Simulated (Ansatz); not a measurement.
The system is WAu.

```xyz
2
Lattice="0.0000 2.7480 2.7480 2.7480 0.0000 2.7480 2.7480 2.7480 0.0000" Properties=species:S:1:pos:R:3 pbc="T T T"
W     0.0000    0.0000    0.0000
Au    4.1220    4.1220    4.1220
```

The cell was built by a generator and needn't be a form met in nature.

Base run:

* Program: Ansatz 0.2.0
* Functional: LDA
* Potentials or basis: Ansatz PAW
* Cutoff: 420 eV (not typed: the program's choice for these potentials)
* k mesh: 6 × 6 × 6
* Occupations: fermi-dirac, width 0.05 eV
* Spin: spin-orbit coupling, no magnetisation

Its results: band gap on the k mesh none (metal or under the smearing width); pressure 21.7 GPa.

The run is repeated on the same cell with these changes: functional from LDA to PBE. What comes out?

Band gap on the k mesh none (metal or under the smearing width); pressure 32.1 GPa.

PBE binds less tightly than LDA, so the same cell stands under more pressure.

Caveats: so large a pressure means that the cell lies far from this level's equilibrium, or that cutoff or potentials fall short (some runs); the PAW data sets come from PBE, with cores solved anew for the run's functional, which leaves a small shift of forces and pressure (some runs); a pressure of tens of GPa on the cell as given is suspect, and the run, the potentials or the cell itself is likely at fault (some runs).
